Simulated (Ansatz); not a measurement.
**AlH₅O₃S: how energies converge with the basis set**

One table from this session's results is given with a row withheld; the runs are named, their logs left out.

Computed with Ansatz 0.2.0, Gaussian basis. Level: one geometry, several basis sets.

Levels to be run: PBE0-D4/def2-SVP; ωB97M-V/def2-SVP; PBE0-D4/def2-QZVPP; ωB97M-V/def2-QZVPP; the functionals' def2-TZVPP values are taken from earlier runs.

### The relaxed structure

All runs share one geometry, relaxed beforehand with PBE0-D4 in a triple-zeta def2 set.

SMILES `[OH][Al-]([OH])([OH])[SH2+]`, 10 atoms, charge 0, spin multiplicity 1.

Atoms are counted from 1 here; the program's logs count them from 0.

Bond lengths: O1–Al2 1.710 Å, O1–H6 0.955 Å, Al2–O3 1.709 Å, Al2–O4 1.712 Å, Al2–S5 2.529 Å, O3–H7 0.955 Å, O4–H8 0.955 Å, S5–H9 1.344 Å, S5–H10 1.344 Å. Angles: Al2–O1–H6 121.0°, O1–Al2–O3 119.7°, O1–Al2–O4 117.3°, O1–Al2–S5 97.0°, O3–Al2–O4 118.0°, O3–Al2–S5 96.5°, O4–Al2–S5 98.7°, Al2–O3–H7 120.8°, Al2–O4–H8 120.4°, Al2–S5–H9 95.1°, Al2–S5–H10 95.0°, H9–S5–H10 92.6°.

Coordinates:

```xyz
10

O    -1.80961   -0.37241   -0.49152
Al   -0.25819   -0.46547    0.22096
O    -0.10168   -0.40505    1.92166
O     0.97195   -1.25199   -0.67310
S     0.42551    1.92943   -0.21617
H    -2.59543   -0.30951    0.04804
H     0.54812   -0.94046    2.37272
H     0.75651   -1.74079   -1.46525
H     1.74662    1.68829   -0.15944
H     0.39931    1.81676   -1.55490
```

The first run:

Input file in.yaml:

```yaml
crystal:
  periodic: [false, false, false]
  atoms:
    - {symbol: O, position_ang: [-1.809615, -0.372410, -0.491522]}
    - {symbol: Al, position_ang: [-0.258194, -0.465474, 0.220958]}
    - {symbol: O, position_ang: [-0.101675, -0.405046, 1.921663]}
    - {symbol: O, position_ang: [0.971953, -1.251991, -0.673099]}
    - {symbol: S, position_ang: [0.425511, 1.929431, -0.216168]}
    - {symbol: H, position_ang: [-2.595432, -0.309513, 0.048038]}
    - {symbol: H, position_ang: [0.548119, -0.940464, 2.372717]}
    - {symbol: H, position_ang: [0.756507, -1.740790, -1.465246]}
    - {symbol: H, position_ang: [1.746617, 1.688294, -0.159440]}
    - {symbol: H, position_ang: [0.399305, 1.816763, -1.554900]}
basis:
  gaussian: {orbitals: def2-SVP}
hamiltonian: {xc: pbe0, dispersion: d4}
output: {orbitals: {seedname: orbitals}}
```

Among the steps run: PBE0-D4 in def2-SVP; ωB97M-V in def2-SVP; PBE0-D4 in def2-QZVPP; ωB97M-V in def2-QZVPP.

One table of the session follows, with a row left open; its other results are not shown here.

It belongs to the step «Functionals by basis». 

| functional | basis | HOMO (eV) | LUMO (eV) |
| --- | --- | --- | --- |
| PBE0-D4 | def2-SVP | -7.84 | 0.18 |
| PBE0-D4 | def2-TZVPP | -8.13 | -0.29 |
| PBE0-D4 | def2-QZVPP | -8.21 | -0.39 |
| ωB97M-V | def2-SVP | ? | ? |
| ωB97M-V | def2-TZVPP | -10.49 | 1.56 |
| ωB97M-V | def2-QZVPP | -10.57 | 0.99 |

**Question.** Estimate the row for ωB97M-V, def2-SVP.

As computed: HOMO (eV): -10.20; LUMO (eV): 2.04. In the column «HOMO (eV)» it lies between ωB97M-V, def2-TZVPP (-10.49) and PBE0-D4, def2-QZVPP (-8.21).
